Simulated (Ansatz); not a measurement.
# CH3GaO: the cost of one run

Method: RKS PBE/def2-SVP, in Ansatz 0.2.0.

### 1 Starting point

Bond lengths: O1–C2 1.276 Å, C2–Ga3 1.943 Å, C2–H4 1.030 Å, Ga3–H5 1.328 Å, Ga3–H6 0.822 Å. Angles: O1–C2–Ga3 133.4°, O1–C2–H4 121.4°, Ga3–C2–H4 105.0°, C2–Ga3–H5 90.9°, C2–Ga3–H6 108.0°, H5–Ga3–H6 148.4°.

Structure file:

```xyz
6

O     0.1465   -1.7628    0.7495
C    -0.2984   -0.7860    0.0593
Ga    0.1463    1.1040   -0.0228
H    -0.9926   -0.9295   -0.6886
H     1.1952    0.8453   -0.7948
H    -0.1550    1.4649    0.6512
```

### 2 End point A

Input file input.yaml:

```yaml
crystal:
  periodic: [false, false, false]
  atoms:
    - { symbol: O, position_ang: [0.1465, -1.7628, 0.7495] }
    - { symbol: C, position_ang: [-0.2984, -0.786, 0.0593] }
    - { symbol: Ga, position_ang: [0.1463, 1.104, -0.0228] }
    - { symbol: H, position_ang: [-0.9926, -0.9295, -0.6886] }
    - { symbol: H, position_ang: [1.1952, 0.8453, -0.7948] }
    - { symbol: H, position_ang: [-0.155, 1.4649, 0.6512] }
basis:
  gaussian: { orbitals: def2-SVP }
hamiltonian:
  xc: pbe
relax:
  f_tol: 0.02
  max_steps: 50
```

On the command line:

```
> ansatz run input.yaml --threads 1 --pin off --max-ram 2048MiB --backend cpu --events-out ev --progress --plain --runs-dir out
```

What time and memory should one allow on 1 thread of an Arm CPU, shared host?

About 51 s, with a peak of 0.14 GiB.
